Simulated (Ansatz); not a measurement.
# Tc: the cost of one run

Program: Ansatz 0.2.0. Level of theory: DFT PBEsol, scalar-relativistic. These are calculated values, not measurements.

### 1 The system as given

Symmetry: Fm-3m, No. 225, cubic system. The conventional cell has a = 3.900 Å, b = 3.900 Å, c = 3.900 Å, α = 90.00°, β = 90.00°, γ = 90.00°. Around Tc (site symmetry m-3m) lie 12 Tc at 2.76 Å.

Structure file:

```
Tc
1.0
     0.00000    1.95000    1.95000
     1.95000    0.00000    1.95000
     1.95000    1.95000    0.00000
Tc
1
Cartesian
  0.0000 0.0000 0.0000
```

### 2 The deformed structure

Space group Fm-3m before, I4/mmm after.

### 3 LAPW, all electrons

Input file input.yaml:

```yaml
crystal:
  lattice:
    - [0.0, 1.989, 1.95]
    - [1.989, 0.0, 1.95]
    - [1.989, 1.989, 0.0]
  atoms:
    - { symbol: Tc, position: [0.0, 0.0, 0.0] }
kpoints:
  mp_grid: { grid: [18, 18, 18] }
  band_path:
    path:
      - [0.0, 0.0, 0.0]
      - [0.0, 0.5, 0.5]
      - [0.25, 0.75, 0.5]
      - [0.0, 0.5, 0.0]
      - [0.0, 0.0, 0.0]
      - [0.5, 0.5, 0.0]
      - [0.38005, 0.61995, 0.0]
      - [-0.38005, 0.38005, 0.0]
      - [0.0, 0.0, 0.0]
    npoints: 5
scf:
  occupations: { method: fermi_dirac, width: 0.03 }
hamiltonian:
  xc: pbesol
  pseudopotentials: { kind: all_electron, lapw: { basis_error: 0.00025 } }
output:
  forces: true
  stress: true
  eigenvalues: true
```

Launch:

```sh
> ansatz run input.yaml --threads 1 --pin off --max-ram 3072MiB --backend cpu --events-out ev --progress --plain --runs-dir out
```

What time and memory should one allow on 1 thread of Intel Xeon 6975P-C (Granite Rapids), shared host?

About 25 s, with a peak of 0.73 GiB.
